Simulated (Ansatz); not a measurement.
# CH2FNSSi (SMILES FC1=N[SiH2]S1) at HF/cc-pVDZ

What is the vertical singlet–triplet gap of CH2FNSSi at HF/cc-pVDZ? 

The results are computed with Ansatz 0.2.0.

111 further runs of the same task are left out: 111 set aside as unsound or not needed. Runs told in other sessions of the task aren't counted.

### Step 1. The molecule

CH2FNSSi: 7 atoms, total charge 0, spin state singlet. As SMILES, `FC1=N[SiH2]S1`. Geometry: relaxed at PBE0-D4/def2-TZVP.

Bond lengths: F1–C2 1.316 Å, C2–N3 1.264 Å, N3–Si4 1.755 Å, C2–S5 1.779 Å, Si4–S5 2.172 Å, Si4–H6 1.478 Å, Si4–H7 1.478 Å. Some angles: F1–C2–N3 124.1°, F1–C2–S5 117.1°, N3–C2–S5 118.7°, C2–N3–Si4 91.5°, N3–Si4–S5 83.4°, C2–S5–Si4 66.4°, N3–Si4–H6 115.0°, N3–Si4–H7 115.0°, S5–Si4–H6 114.2°, S5–Si4–H7 114.2°.

### Step 2. A single-point energy at HF/cc-pVDZ

The input, job.yaml:

```yaml
crystal:
  periodic: [false, false, false]
  atoms:
    - symbol: F
      position_ang: [1.147800, -1.939300, 1.137100]
    - symbol: C
      position_ang: [0.551100, -0.929900, 0.538600]
    - symbol: N
      position_ang: [-0.672300, -0.915900, 0.221400]
    - symbol: Si
      position_ang: [-0.525200, 0.696600, -0.454900]
    - symbol: S
      position_ang: [1.547900, 0.494500, 0.161700]
    - symbol: H
      position_ang: [-1.272100, 1.746800, 0.268200]
    - symbol: H
      position_ang: [-0.716300, 0.779100, -1.917900]
basis:
  gaussian: {orbitals: cc-pVDZ}
hamiltonian: {xc: hf}
accuracy: high
output: {orbitals: {seedname: orbitals}}
```

Launch:

```console
$ ansatz run job.yaml --threads 1 --pin off --max-ram 2610MiB --events-out events.jsonl --progress --plain --runs-dir runs
```

What it wrote:

```text
Warning: RAYON_NUM_THREADS=1 ignored (pool sized by the plan → 1); use --threads N
Functional definition: HF
  name "HF"
  exchange = exact_x
  correlation = 0
2031 factors; integrals over basis functions are off by at most 3.5e-9 eV
mean field evaluation 1: about -23925.8144 eV, gradient 3.8e1 eV
mean field evaluation 2: about -23925.9703 eV, gradient 3.9e1 eV
mean field evaluation 4: about -23929.4525 eV, gradient 3.6e0 eV
mean field evaluation 8: about -23929.5294 eV, gradient 2.3e-1 eV
mean field evaluation 16: about -23929.5298 eV, gradient 1.5e-8 eV
mean field -23929.52983736 eV, -879.3940015052 hartree, gradient 1.5e-8 eV, S^2 0.000000; 0 other end points of the search recorded, 0 dependent functions left out
reference -23929.52983736 eV, -879.3940015052 hartree; 27, 27 occupied and 61, 61 virtual orbitals, 2031 factors
Total energy: -23929.52983736 eV, -879.3940015052 hartree
```

It took 3.6 s on 1 thread of Arm Neoverse V2, shared host; peak memory 0.27 GiB.

### Step 3. The triplet at the same level

The input, input.yaml:

```yaml
crystal:
  periodic: [false, false, false]
  atoms:
    - {symbol: F, position_ang: [1.147800, -1.939300, 1.137100]}
    - {symbol: C, position_ang: [0.551100, -0.929900, 0.538600]}
    - {symbol: "N", position_ang: [-0.672300, -0.915900, 0.221400]}
    - {symbol: Si, position_ang: [-0.525200, 0.696600, -0.454900]}
    - {symbol: S, position_ang: [1.547900, 0.494500, 0.161700]}
    - {symbol: H, position_ang: [-1.272100, 1.746800, 0.268200]}
    - {symbol: H, position_ang: [-0.716300, 0.779100, -1.917900]}
basis:
  gaussian:
    orbitals: cc-pVDZ
magnetization:
  spin_polarized: true
  initial_magnetization: 2
hamiltonian:
  xc: hf
accuracy: high
output: {orbitals: {seedname: orbitals}}
```

Launch:

```console
$ ansatz run input.yaml --threads 1 --pin off --max-ram 2610MiB --events-out events.jsonl --progress --plain --runs-dir runs
```

What it wrote:

```text
Warning: RAYON_NUM_THREADS=1 ignored (pool sized by the plan → 1); use --threads N
[... 4 set-up lines as earlier in the session ...]
2031 factors; integrals over basis functions are off by at most 3.5e-9 eV
mean field evaluation 1: about -23919.6299 eV, gradient 2.9e1 eV
mean field evaluation 2: about -23919.8323 eV, gradient 2.9e1 eV
mean field evaluation 4: about -23924.3718 eV, gradient 3.5e0 eV
mean field evaluation 8: about -23924.8055 eV, gradient 1.2e0 eV
mean field evaluation 16: about -23925.0665 eV, gradient 1.4e-3 eV
mean field evaluation 32: about -23924.9382 eV, gradient 3.5e-1 eV
mean field evaluation 64: about -23924.7408 eV, gradient 9.7e-1 eV
mean field evaluation 96: about -23924.2960 eV, gradient 5.4e0 eV
mean field evaluation 128: about -23922.7333 eV, gradient 1.5e0 eV
mean field -23925.06650593 eV, -879.2299771005 hartree, gradient 2.5e-8 eV, S^2 2.034811; 2 other end points of the search recorded, 0 dependent functions left out
reference -23925.06650593 eV, -879.2299771005 hartree; 28, 26 occupied and 60, 62 virtual orbitals, 2031 factors
Total energy: -23925.06650593 eV, -879.2299771005 hartree
```

Wall time 13 s (1 thread of Arm Neoverse V2, shared host); peak memory 0.51 GiB.

### Step 4. What came out

Level: HF/cc-pVDZ.

| quantity | value |
| --- | --- |
| singlet: total energy | -879.39400 Eh |
| singlet: HOMO energy | -10.48 eV |
| singlet: LUMO energy | 2.88 eV |
| singlet: HOMO–LUMO gap | 13.36 eV |
| triplet: total energy | -879.22998 Eh |
| triplet: HOMO energy (highest over α and β) | -7.09 eV |
| triplet: LUMO energy (lowest over α and β) | -0.55 eV |
| triplet: ⟨S²⟩ | 2.035 |
| vertical energy of the triplet above the singlet | 4.463 eV |

At this shape the triplet lies 4.46 eV (103 kcal/mol) above the singlet.
